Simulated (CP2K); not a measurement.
Write the native input for CP2K 2026.2 that does the following.

* Task: single point
* Functional: r2SCAN
* Dispersion: D3(BJ)+ATM
* Potentials or basis: POTENTIAL_UZH Sn GTH-SCAN-q4, Se GTH-SCAN-q6; TZVP-MOLOPT-SCAN-GTH basis
* Density cutoff: 9184 eV
* k mesh: 8 × 8 × 5
* Occupations: fermi-dirac, width 0.05 eV
* Spin: no spin polarisation
* SCF solver: diagonalisation with k points
* Quickstep method: GPW
* EPS_DEFAULT: 1.0E-9
* EPS_SCF: 1.0E-6
* MAX_SCF: 100
* SCF_GUESS: ATOMIC
* k points reduced by the point group: yes
* Mesh centred on Gamma: yes
* CHOLESKY: OFF
* EPS_EIGVAL: 1.0E-7
* MIXING METHOD: BROYDEN_MIXING
* MIXING ALPHA: 0.4
* NBUFFER: 8
* NGRIDS: 4
* Basis sets: Sn TZVP-MOLOPT-SCAN-GTH-q4, Se TZVP-MOLOPT-SCAN-GTH-q6
* Potentials: Sn GTH-SCAN-q4 of POTENTIAL_UZH, Se GTH-SCAN-q6 of POTENTIAL_UZH
* D3 from the s-dftd3 library (D3_REFERENCE_CODE): yes
* ADDED_MOS: [12]
* REL_CUTOFF (Ry): 60 Ry
* MIXING BETA (1/bohr): 1.5 1/bohr
* CUTOFF of the grids: 675 Ry
* Cutoff radius of the dispersion sum (A): 20

The system is SnSe2.

```
Sn Se
1.0
     3.81100    0.00000    0.00000
    -1.90550    3.30042    0.00000
     0.00000    0.00000    6.13600
Sn Se
1 2
Direct
  0.00000 0.00000 0.00000
  0.66667 0.33333 0.75100
  0.33333 0.66667 0.24900
```

These files were run (other wordings do the same):

snse2_scf.inp

```
&GLOBAL
  PROJECT snse2_scf
  RUN_TYPE ENERGY_FORCE
  PRINT_LEVEL LOW
&END GLOBAL
&FORCE_EVAL
  METHOD QS
  STRESS_TENSOR ANALYTICAL
  &DFT
    BASIS_SET_FILE_NAME BASIS_MOLOPT_UZH
    POTENTIAL_FILE_NAME POTENTIAL_UZH
    &MGRID
      CUTOFF 675
      REL_CUTOFF 60
      NGRIDS 4
    &END MGRID
    &QS
      METHOD GPW
      EPS_DEFAULT 1.0E-9
    &END QS
    &KPOINTS
      SCHEME MONKHORST-PACK 8 8 5
      GAMMA_CENTERED T
      SYMMETRY T
      SYMMETRY_BACKEND SPGLIB
    &END KPOINTS
    &SCF
      SCF_GUESS ATOMIC
      EPS_SCF 1.0E-6
      MAX_SCF 100
      ADDED_MOS 12
      CHOLESKY OFF
      EPS_EIGVAL 1.0E-7
      &DIAGONALIZATION ON
        ALGORITHM STANDARD
      &END DIAGONALIZATION
      &MIXING ON
        METHOD BROYDEN_MIXING
        ALPHA 0.4
        BETA 1.5
        NBUFFER 8
      &END MIXING
      &SMEAR ON
        METHOD FERMI_DIRAC
        ELECTRONIC_TEMPERATURE 580.23
      &END SMEAR
    &END SCF
    &XC
      &XC_FUNCTIONAL
        &MGGA_X_R2SCAN
        &END MGGA_X_R2SCAN
        &MGGA_C_R2SCAN
        &END MGGA_C_R2SCAN
      &END XC_FUNCTIONAL
      &VDW_POTENTIAL
        POTENTIAL_TYPE PAIR_POTENTIAL
        &PAIR_POTENTIAL
          TYPE DFTD3(BJ)
          REFERENCE_FUNCTIONAL r2SCAN
          PARAMETER_FILE_NAME dftd3.dat
          R_CUTOFF 20
          CALCULATE_C9_TERM T
          REFERENCE_C9_TERM T
          D3_REFERENCE_CODE T
        &END PAIR_POTENTIAL
      &END VDW_POTENTIAL
    &END XC
    &PRINT
      &KPOINTS ON
      &END KPOINTS
      &MULLIKEN ON
      &END MULLIKEN
      &MO ON
        ENERGIES T
        OCCUPATION_NUMBERS T
        &EACH
          QS_SCF 0
        &END EACH
        ADD_LAST NUMERIC
      &END MO
      &LOWDIN ON
      &END LOWDIN
      &HIRSHFELD ON
        SHAPE_FUNCTION DENSITY
      &END HIRSHFELD
    &END PRINT
  &END DFT
  &SUBSYS
    &CELL
      ABC 3.8110000000 3.8110000000 6.1360000000
      ALPHA_BETA_GAMMA 90.0000000000 90.0000000000 120.0000000002
      PERIODIC XYZ
    &END CELL
    &COORD
      Sn  0.0000000000 0.0000000000 0.0000000000
      Se  1.9055000002 1.1001409378 4.6081360000
      Se  -0.0000000002 2.2002818760 1.5278640000
    &END COORD
    &KIND Sn
      BASIS_SET TZVP-MOLOPT-SCAN-GTH-q4
      POTENTIAL GTH-SCAN-q4
    &END KIND
    &KIND Se
      BASIS_SET TZVP-MOLOPT-SCAN-GTH-q6
      POTENTIAL GTH-SCAN-q6
    &END KIND
    &PRINT
      &ATOMIC_COORDINATES ON
      &END ATOMIC_COORDINATES
      &CELL ON
      &END CELL
    &END PRINT
  &END SUBSYS
  &PRINT
    &FORCES ON
    &END FORCES
    &STRESS_TENSOR ON
    &END STRESS_TENSOR
  &END PRINT
&END FORCE_EVAL
```

Potentials or basis: POTENTIAL_UZH Sn GTH-SCAN-q4, Se GTH-SCAN-q6; TZVP-MOLOPT-SCAN-GTH basis.

Command:

```bash
$ OMP_NUM_THREADS=1 cp2k.psmp -i snse2_scf.inp -o snse2_scf.out
```

It gave:

```json
{
  "Pressure": "-1.2 GPa",
  "Largest force": "0.010 eV/Å",
  "Band gap on the k mesh": "0.97 eV, indirect (least direct gap 1.35 eV)",
  "Mulliken charges": "Sn +0.40; Se -0.20 e",
  "Hirshfeld charges": "Sn +0.23; Se -0.12 e"
}
```

Caveat: Mulliken charges move with the basis; spin-orbit coupling is left out, which moves the levels of the heavy elements; an odd mesh through Γ misses points on the zone boundary, where band edges often lie; the basis of atomic orbitals isn't converged, which shifts pressures, moduli and gaps.

Run time: 35 s on 1 thread of Arm Neoverse V2, with other jobs on the host, peak memory 0.42 GiB.
